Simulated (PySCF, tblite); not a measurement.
# C₅H₁₁FO₃Si: geometry, infrared bands and NMR shifts

Aim: predict the infrared bands and NMR shifts of C₅H₁₁FO₃Si (`CCO[SiH2]O[C@@H]1C[C@H](F)O1`).

Computed with tblite 0.8.0 and PySCF 2.14.0, with density-fitted response routines of our own, on a single molecule in the gas phase. Atoms count from 0, in the outputs and in this text.

## 1. The molecule as given

21 atoms, charge 0, multiplicity 1; geometry from: force field or distance geometry start.

Bonds of the start (Å): C0–C1 1.54, C1–O2 1.36, O2–Si3 1.74, Si3–O4 1.71, O4–C5 1.39, C5–C6 1.51, C6–C7 1.51, C7–F8 1.38, C7–O9 1.39, O9–C5 1.39, C0–H10 1.11, C0–H11 1.12, C0–H12 1.09, C1–H13 1.11, C1–H14 1.12, Si3–H15 1.51, Si3–H16 1.45, C5–H17 1.09, C6–H18 1.09, C6–H19 1.11, C7–H20 1.11.

## 2. Optimising the geometry with GFN2-xTB

The job: settings as JSON, then the geometry in Å.

```
{"job": {"kind": "relax", "xc": "GFN2-xTB", "basis": "xTB"}, "charge": 0, "multiplicity": 1}
C      4.316700    -0.235400    -0.049700
C      2.941500     0.274400     0.431600
O      1.970400    -0.237900    -0.377000
Si     0.441500     0.358700     0.191900
O     -0.828300    -0.543600    -0.503700
C     -2.034200     0.066000    -0.161400
C     -3.085000    -0.891000     0.344500
C     -3.919600     0.107500    -0.421600
F     -5.026900    -0.489400    -0.979400
O     -2.840500     0.260100    -1.278600
H      4.899200    -0.566200     0.833500
H      4.182500    -1.104000    -0.743500
H      4.795200     0.624000    -0.525100
H      2.812600    -0.072200     1.474400
H      2.978200     1.389900     0.378800
H      0.437200     0.068600     1.674200
H      0.265600     1.782900    -0.046700
H     -1.971500     0.954000     0.475100
H     -2.984400    -1.852000    -0.169500
H     -3.244100    -0.913000     1.445100
H     -4.114900     1.035500     0.161500
```

Launch:

```
$ OMP_NUM_THREADS=1 python probes_run.py task.json out
```

This one command runs all jobs of the session in turn.

**Question.** This job is followed by: GFN2-xTB harmonic vibrations, gas phase; GIAO PBE0/pcSseg-1 NMR shielding, non-relativistic, gas phase. Predict these results of the whole session: strongest single infrared mode (GFN2-xTB); zero-point energy (GFN2-xTB); ¹³C shifts against TMS (PBE0/pcSseg-1); ¹H shifts against TMS (PBE0/pcSseg-1, means over atoms taken as alike); ¹⁷O shifts against H2O (PBE0/pcSseg-1); ²⁹Si shifts against TMS (PBE0/pcSseg-1); ¹⁹F shifts against CFCl3 (PBE0/pcSseg-1).

**Answer**, as computed:

```
                                                              quantity                                                     value
                             strongest single infrared mode (GFN2-xTB)                                     1184 cm⁻¹, 459 km/mol
                                          zero-point energy (GFN2-xTB)                                             99.7 kcal/mol
                                ¹³C shifts against TMS (PBE0/pcSseg-1)                         109.6, 95.8, 62.3, 44.6, 21.8 ppm
¹H shifts against TMS (PBE0/pcSseg-1, means over atoms taken as alike)  5.96, 5.77, 5.47, 5.12, 4.18, 4.18, 3.11, 2.62, 1.29 ppm
                                ¹⁷O shifts against H2O (PBE0/pcSseg-1)                                    173.8, 107.1, 45.7 ppm
                               ²⁹Si shifts against TMS (PBE0/pcSseg-1)                                                 -35.1 ppm
                              ¹⁹F shifts against CFCl3 (PBE0/pcSseg-1)                                                -118.5 ppm
```

Relaxing lowered the energy by 1.942 eV in 204 steps; the close pair that moved most is O2–Si3, from 1.737 to 1.610 Å. All 57 modes are real, so the xTB geometry is a minimum. The strongest single mode, at 1184 cm⁻¹, is spread over many atoms; the largest shares are those of O2, C1. GFN2-xTB is a fitted tight-binding method: band positions and strengths are rough. Its intensities can rank the bands wrongly. The most deshielded hydrogen is H20 (hydrogen on an sp3 CH bonded to F and O), at 5.96 ppm: its carbon carries F and O, hence the downfield position. At PBE0/pcSseg-1: Shielding is most anisotropic at F8 (span 171 ppm, paramagnetic term -187 ppm).
